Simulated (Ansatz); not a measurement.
# CH₆B₂S, SMILES BBSC: an atomisation energy

With Ansatz 0.2.0, Python API.

The cells in order, each with its output:

```python
from collections import Counter

import ansatz as az
```

```python
def energy_of(molecule, charge=0, unpaired=0):
    calc = (
        molecule.calculation()
        .basis(gaussian="def2-SVP")
        .functional("b3lyp", dispersion="d4")
    )
    if charge:
        calc = calc.charge(charge)
    if unpaired:
        calc = calc.spin("collinear", total=unpaired)
    return calc.run(threads=1).report["free_energy_ev"]

GEOMETRY = """
B     1.92590    0.37230   -0.23250
B     0.72550   -0.74870   -0.44910
S    -0.91060   -0.24350   -1.24150
C    -1.70560    0.16950    0.34270
H     1.75590    1.49270   -0.56550
H     2.94930    0.05260    0.26230
H     0.89640   -1.86780   -0.11280
H    -2.74340    0.50890    0.14710
H    -1.15240    0.98850    0.84890
H    -1.74100   -0.72470    1.00020
"""

geometry = az.Crystal.molecule()
for line in GEOMETRY.strip().splitlines():
    symbol, *xyz = line.split()
    geometry = geometry.atom(symbol, [float(v) for v in xyz])
```

```python
unpaired = {"B": 1, "S": 2, "C": 2, "H": 1}
counts = Counter(site.symbol for site in geometry.cartesian_sites)
atom_energy = {s: energy_of(az.Crystal.molecule().atom(s, (0, 0, 0)), 0, unpaired[s]) for s in counts}
whole = energy_of(geometry, 0, 0)
for s, e in atom_energy.items():
    print(f"{s:2s} x{counts[s]}  {e:14.5f} eV")
print(f"CH6B2S: {whole:.5f} eV")
split = sum(counts[s] * e for s, e in atom_energy.items()) - whole
print(f"atomisation energy (no zero-point term): {96.485332 * split:.1f} kJ/mol, {split / sum(counts.values()):.3f} eV an atom")
```

    B  x2      -670.34352 eV
    S  x1    -10830.00002 eV
    C  x1     -1028.97301 eV
    H  x6       -13.63995 eV
    CH6B2S: -13316.42056 eV
    atomisation energy (no zero-point term): 3369.3 kJ/mol, 3.492 eV an atom

3369.3 kJ/mol from the electronic energies, without the zero-point term.

Reading the output:
- Total energies depend on the basis set; only differences at equal settings carry meaning.
- The geometry is a force-field or estimated start, not a minimum of this method, and the basis set is short of its limit. All parts are taken at fixed geometry, without zero-point energy.
- b3lyp holds the VWN-RPA fit, as in Gaussian; the form of ORCA and Turbomole is b3lyp5.
- It ran for 3.9 s on 1 thread of Intel(R) Xeon(R) Processor @ 2.30GHz, with other jobs on the host, peak memory 0.26 GiB.
